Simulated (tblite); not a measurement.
# C6H10N2Si: the cost of one run

Programs: tblite 0.8.0 and PySCF 2.14.0, with density-fitted response routines of our own. Each step states its level of theory. These are calculated values for one molecule, in the gas phase or a continuum, unless marked as measured. Atoms are numbered from 0 throughout.

### Step 1. Starting geometry

19 atoms, charge 0, multiplicity 1; geometry from: force field or distance geometry start.

Bonds of the start (Å): Si0–N1 1.74, N1–N2 1.35, N2–C3 1.46, C3–C4 1.41, C4–C5 1.39, C5–C6 1.38, C6–C7 1.38, C7–C8 1.38, C8–C3 1.36, Si0–H9 1.48, Si0–H10 1.47, Si0–H11 1.49, N1–H12 1.01, N2–H13 1.05, C4–H14 1.09, C5–H15 1.08, C6–H16 1.09, C7–H17 1.10, C8–H18 1.09.

### Step 2. Relaxing the molecule with GFN2-xTB

What the job is given:

```
{"job": {"kind": "relax", "xc": "GFN2-xTB", "basis": "xTB"}, "charge": 0, "multiplicity": 1}
Si     3.370000     0.199900     0.491000
N      1.857100    -0.629900     0.278900
N      1.067600    -0.253100    -0.753800
C     -0.339400    -0.032800    -0.444300
C     -1.110500    -1.201200    -0.318100
C     -2.469200    -1.111300    -0.016100
C     -2.982000     0.160000     0.169800
C     -2.203800     1.299200     0.065300
C     -0.858700     1.213100    -0.246300
H      3.437100     1.270100    -0.527700
H      4.476100    -0.750900     0.339200
H      3.541300     0.782000     1.853500
H      1.538800    -1.349100     0.920400
H      1.360900    -0.092700    -1.744200
H     -0.663000    -2.178200    -0.476100
H     -3.091900    -1.989000     0.091800
H     -4.033700     0.284800     0.421100
H     -2.663300     2.282400     0.217300
H     -0.243100     2.105700    -0.328900
```

On the command line:

```bash
$ OMP_NUM_THREADS=1 python probes_run.py task.json out
```

One launch serves the whole session: the jobs run in the order shown.

**Question.** How long does this first job take on 1 thread of Arm Neoverse V1, shared host, and how much memory does it need?

About 1.6 s, with a peak of 0.18 GiB.
